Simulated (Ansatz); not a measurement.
A nudged elastic band was laid between two geometries of a periodic cell of 13 atoms, LiSc12 (host Sc, host structure hcp, interstitial Li).

All numbers below come from DFT PBE-D3(BJ), scalar-relativistic, plane waves, PAW in Ansatz 0.2.0. Settings: cutoff 420 eV, k mesh 3x2x3, gaussian smearing 0.1 eV, no spin polarisation.

```yaml
movable_images: 5
climbing_image: yes
spring: 5.0 eV/Å²
optimiser: quadratic models (default)
start_path: IDPP
force_threshold: 0.03 eV/Å
iteration_limit: 66
end_points: relaxed
```

Initial state:

```xyz
13
Lattice="6.6200 0.0000 0.0000 -4.9650 8.5996 0.0000 0.0000 0.0000 5.2761" Properties=species:S:1:pos:R:3
Sc 0.029 -0.122 0.148
Sc -0.041 1.851 2.748
Sc -1.636 2.975 0.101
Sc -1.636 4.778 2.714
Sc -3.552 5.456 0.003
Sc -3.309 7.678 2.784
Sc 3.384 0.465 0.059
Sc 3.320 2.009 2.712
Sc 1.604 2.814 0.064
Sc 1.631 4.722 2.651
Sc 0.221 5.487 0.009
Sc 0.031 7.639 2.771
Li -1.684 6.786 0.354
```

Final state:

```xyz
13
Lattice="6.6200 0.0000 0.0000 -4.9650 8.5996 0.0000 0.0000 0.0000 5.2761" Properties=species:S:1:pos:R:3
Sc 0.022 0.057 0.012
Sc 0.049 1.964 2.701
Sc -1.668 2.771 0.074
Sc -1.732 4.314 2.698
Sc -3.345 5.739 0.132
Sc -3.533 7.893 2.646
Sc 3.289 0.003 0.076
Sc 3.290 1.806 2.738
Sc 1.694 2.926 0.109
Sc 1.624 4.902 2.784
Sc 0.001 5.700 0.146
Sc 0.240 7.922 2.641
Li -1.628 6.594 -2.285
```

Task: Which bonds break or form, and what moves?

Result: The atom that moves furthest is Li13, by 2.65 Å; four of its nearest neighbours are Sc7 2.30, Sc5 2.32, Sc11 2.33, Sc6 3.06 Å at the first end and Sc4 2.30, Sc12 2.32, Sc6 2.33, Sc11 3.06 Å at the last.

Task: What energy profile does the band end with?

Result: The forces met the threshold. The highest image is number 4 of 0 to 6, 0.060 eV above the ends, which have the same energy within 2 meV. By the program's own check the climbing image is a first-order saddle point (lowest curvatures found: -0.11 and 0.20 eV/Å²). Limits of this set-up: coarse k mesh, a small cell, in which the defect meets its images, a typed lattice constant that wasn't relaxed here.

```tsv
image	path coordinate (Å)	energy (eV)	Sc4–Sc6 (Å)	Sc4–Sc12 (Å)	Sc5–Sc7 (Å)
0	0.00	0.000	3.35	3.31	4.11
1	0.50	0.001	3.33	3.30	4.13
2	1.00	0.011	3.43	3.39	4.08
3	1.50	0.050	3.65	3.57	3.94
4	2.01	0.060	3.86	3.78	3.72
5	2.56	0.027	3.98	3.99	3.45
6	3.12	0.000	4.01	4.11	3.32
```

Task: What is the geometry of the highest image?

Result: 
```xyz
13
Lattice="6.6200 0.0000 0.0000 -4.9650 8.5996 0.0000 0.0000 0.0000 5.2761" Properties=species:S:1:pos:R:3
Sc 0.012 -0.069 -0.165
Sc -0.006 1.919 2.656
Sc -1.650 2.861 0.041
Sc -1.637 4.470 2.689
Sc -3.423 5.593 0.316
Sc -3.456 7.869 2.474
Sc 3.319 0.250 0.087
Sc 3.303 1.899 2.757
Sc 1.663 2.866 0.144
Sc 1.667 4.864 2.944
Sc 0.101 5.570 0.274
Sc 0.140 7.803 2.493
Li -1.710 6.678 -1.357
```

Run time: 7.6 min on 2 threads of Intel(R) Xeon(R) CPU @ 2.60GHz (Ice Lake) (shared host), peak memory 1.6 GiB.
